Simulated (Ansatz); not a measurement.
Predict the output of the script below (Ansatz's Python interface).

The script, `tih.py`:
```python
"""Forces and pressure of TiH against finite differences of the energy with displaced atoms."""

import ansatz as az
import numpy as np

vectors0 = np.array([
    [2.94749, 0.0, 0.0],
    [0.0, 2.94749, 0.0],
    [0.0, 0.0, 4.56814],
])
sites = [
    ("Ti", [0.50871, 0.00648, 0.50483]),
    ("Ti", [0.99235, 0.4862, 0.00041]),
    ("H", [0.01465, 0.01551, 0.2485]),
    ("H", [0.00309, 0.00586, 0.74555]),
]


def build(cell):
    crystal = az.Crystal(lattice=az.Lattice.of(cell))
    for symbol, position in sites:
        crystal = crystal.atom(symbol, position)
    return crystal

def solve(crystal):
    return (
        crystal.calculation()
        .functional("r2SCAN")
        .occupations("fermi_dirac")
        .basis(650, xc_grid=2)
        .kpoints(5, 5, 4)
        .scf(tolerance=1e-09)
        .forces()
        .stress()
        .run(threads=1)
    ).report


centre = solve(build(vectors0))
start = build(vectors0)
# move one atom both ways along a Cartesian axis
print(f"force on atom 0 along z: analytic {centre['forces_ev_ang'][0][2]:.4f} eV/A")
for h in (0.004, 0.016):
    shift = np.eye(3)[2] * h @ np.linalg.inv(vectors0)
    plus, minus = (solve(start.move(0, to=np.array(sites[0][1]) + sign * shift))["lagrangian_ev"] for sign in (1, -1))
    print(f"  step {h} A: numerical {-(plus - minus) / (2 * h):.4f} eV/A")
# P = -dF/dV; the difference feels the change of the plane-wave count with the cell
volume = abs(np.linalg.det(vectors0))
larger, smaller = (solve(build(vectors0 * (1 + sign * 0.005) ** (1 / 3)))["lagrangian_ev"] for sign in (1, -1))
numerical = -(larger - smaller) / (0.01 * volume) * 160.21766
print(f"pressure: analytic {np.trace(centre['stress_gpa']) / 3:.3f}, numerical {numerical:.3f} GPa")
```

```console
$ python tih.py
DeckWarning: output.stress: scf.convergence.dr2_threshold = 1e-9 eV is looser than the 4e-10 eV advised for a printed stress (1e-10 eV for each atom of the cell: 4). What an SCF threshold leaves in a stress goes as its square root, and in the free energy as the threshold itself, and one threshold admits the most on a [...]
force on atom 0 along z: analytic -0.2660 eV/A
  step 0.004 A: numerical -0.2660 eV/A
  step 0.016 A: numerical -0.2667 eV/A
pressure: analytic -0.005, numerical 0.002 GPa
```
(Warnings from the package without file and line, shortened.)

What to keep in mind:
- The mesh is modest for a metal, so energies can be off by several to tens of meV an atom and pressures by half a GPa or more; differences at equal mesh fare better.
- Pressure is positive in compression.
- The cell is a database structure, distorted on purpose.
- The central difference errs as the square of the step, so the shorter step is the fairer test; what remains comes from the finite grid and the SCF threshold.
- The whole script took 77 s on 1 thread of Arm Neoverse V2, on a shared host, peak memory 0.45 GiB.
